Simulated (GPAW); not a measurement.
ScF3:

```
CELL_PARAMETERS angstrom
4.01245 0.00000 0.00000
0.00000 4.01245 0.00000
0.00000 0.00000 4.01245
ATOMIC_POSITIONS crystal
Sc 0.00000 0.00000 0.00000
F 0.00000 0.00000 0.50000
F 0.00000 0.50000 0.00000
F 0.50000 0.00000 0.00000
```

Base run:

* Program: GPAW 26.7.0
* Functional: PBEsol
* Potentials or basis: PAW data sets generated in the run's folder for this functional
* Cutoff: 800 eV
* Basis: pw
* k mesh: 7 × 7 × 7
* Occupations: fermi-dirac, width 0.05 eV
* Spin: no spin polarisation
* Hubbard terms: Sc d U = 6 eV

Its results: band gap on the k mesh 7.75 eV, indirect (least direct gap 8.29 eV); pressure 5.5 GPa.

Task: After a change of settings the same cell gave: band gap on the k mesh 7.26 eV, indirect (least direct gap 7.79 eV); pressure 2.5 GPa. Which change was it?
A. hubbard terms from Sc d U = 6 eV to Sc d U = 3 eV
B. hubbard terms from Sc d U = 6 eV to Sc d U = 8 eV
C. hubbard terms from Sc d U = 6 eV to none

Result: A.
